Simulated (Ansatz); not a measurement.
# KMgF3: equation of state with PBEsol

**Measured values to compare with.**

From “High-pressure structural, elastic and electronic properties of the scintillator host material, KMgF3”, 2007, arxiv:cond-mat/0703621, for a powder of KMgF3: bulk modulus 71.2 ± 0.2 GPa.

Crystal: KMgF3.

```
K Mg F
1.0
     3.98590    0.00000    0.00000
     0.00000    3.98590    0.00000
     0.00000    0.00000    3.98590
K Mg F
1 1 3
Cartesian
  1.9929 1.9929 1.9929
  0.0000 0.0000 0.0000
  0.0000 0.0000 1.9929
  0.0000 1.9929 0.0000
  1.9929 0.0000 0.0000
```

```
Program             : Ansatz 0.2.0
Task                : equation of state
Functional          : PBEsol
Potentials or basis : all-electron LAPW, scalar-relativistic
Basis error allowed : 0.001 eV/atom
k mesh              : 7 × 7 × 7
Occupations         : fermi-dirac, width 0.05 eV
Spin                : no spin polarisation
```

The equilibrium volume is 12.72 Å³/atom, the bulk modulus is 72 GPa and the pressure derivative of the bulk modulus is 4.6.

Energy against volume, from the lowest point:
```tsv
volume (Å³/atom)	energy (meV/atom)
11.905	13.09
12.159	5.93
12.412	1.66
12.665	0.00
12.918	0.66
13.172	3.41
13.425	8.00
```

All runs of the series together: 33 s on 4 threads of Intel(R) Xeon(R) Platinum 8375C CPU @ 2.90GHz (Ice Lake), with other jobs on the host.

Measured bulk modulus of KMgF3: 71.2 GPa (powder; “High-pressure structural, elastic and electronic properties of the scintillator host material, KMgF3”, 2007, arxiv:cond-mat/0703621). This calculation gives 72 GPa (+1.2 %). The fit is for a static lattice scaled at fixed shape and fixed fractional positions.
